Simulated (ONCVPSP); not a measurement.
# F: generating and testing an ONCV potential

Do these settings give a usable potential? It is generated, then checked for transferability, scattering, ghosts and hardness.

Method: ONCVPSP 4.0.1, PBE, scalar-relativistic.

**1. Starting point**

Typed settings, in words:

| Item | Value |
| --- | --- |
| element | fluorine (F, Z = 9) |
| type | optimised norm-conserving Vanderbilt (ONCV) |
| frozen core | [He] |
| valence charge | 7 |
| reference configuration | 2s2 2p5 |
| partial waves | 2s: rc 0.74 bohr, ncon 5, nbas 9, qcut 10.9 1/bohr, 2 projectors, debl 3 Ha; 2p: rc 1.35 bohr, ncon 4, nbas 8, qcut 12.8 1/bohr, 2 projectors, debl 3.5 Ha; d scattering state at 0.1 Ha: rc 1.05 bohr, ncon 5, nbas 9, qcut 9.4 1/bohr, 2 projectors, debl 1.4 Ha |
| local potential | polynomial inside 0.45 bohr (lpopt 5, dvloc0 0 Ha) |
| core correction | Teter function, fcfact 5.25, rcfact 1.55 |

The outer shells as boxes (Hund's rule for the drawing; the calculation is spin-unpolarised):

```
[He] core
2s [↑↓]
2p [↑↓][↑↓][↑ ]
```

**2. Generating the potential**

Contents of F.dat:

```
# ATOM AND REFERENCE CONFIGURATION
# atsym  z   nc   nv     iexc    psfile
  F 9.00    1    2        4      upf
#
#   n    l    f
    1    0    2.00
    2    0    2.00
    2    1    5.00
#
# PSEUDOPOTENTIAL AND OPTIMIZATION
# lmax
    2
#
#   l,   rc,      ep,       ncon, nbas, qcut
    0    0.74    0.00    5    9   10.90
    1    1.35    0.00    4    8   12.80
    2    1.05    0.10    5    9    9.40
#
# LOCAL POTENTIAL
# lloc, lpopt,  rc(5),   dvloc0
    4    5    0.45    0.00
#
# VANDERBILT-KLEINMAN-BYLANDER PROJECTORs
# l, nproj, debl
    0    2    3.00
    1    2    3.50
    2    2    1.40
#
# MODEL CORE CHARGE
# icmod, fcfact, rcfact
    3    5.25    1.55
#
# LOG DERIVATIVE ANALYSIS
# epsh1, epsh2, depsh
   -3.00    5.00    0.02
#
# OUTPUT GRID
# rlmax, drl
    6.00    0.01
#
# TEST CONFIGURATIONS
# ncnf
    4
# nvcnf
#   n    l    f
    2
    2    0    2.00
    2    1    4.00
#
    2
    2    0    2.00
    2    1    3.00
#
    2
    2    0    2.00
    2    1    2.00
#
    2
    2    0    2.00
    2    1    4.50
#
```

Launch:

```bash
$ oncvpsp.x < F.dat > F.out
```

**Question.** What will these runs give? Wanted: cutoffs for 1 and 0.1 mHa per electron, occupied waves; bound ghosts; GHOST(+) flags; largest test error; largest phase difference near zero energy, channels read; rms error of d²Exc/dn², without and with the model core.

The runs gave:

| quantity | value |
| --- | --- |
| cutoffs for 1 and 0.1 mHa per electron, occupied waves | 55 Ha and 165 Ha |
| bound ghosts | none found |
| GHOST(+) flags | none at low energy |
| largest test error (AE − PS) | +487 meV, for 2s2 2p2 |
| largest phase difference near zero energy, channels read | 0.000 rad |
| rms error of d²Exc/dn², without and with the model core | 1.85 and 1.39 mHa |

What this shows: By total energies transferability is poor: the largest error is 487 meV on 118.4 eV, for 2s2 2p2. That test lies far up in energy; among those under 40 eV, nearer to bonding, the largest error is 15 meV. The potential is hard: the looser tolerance needs 55 Ha. The tighter tolerance needs 165 Ha, and converged work needs a cutoff nearer that. At the looser tolerance the 2s wave is the slowest; 2p needs 46 Ha. No bound ghost shows below the valence levels. Near zero energy the phases of the channels with partial waves agree within 0.001 rad. These are tests on the free atom; a crystal test is still owed.
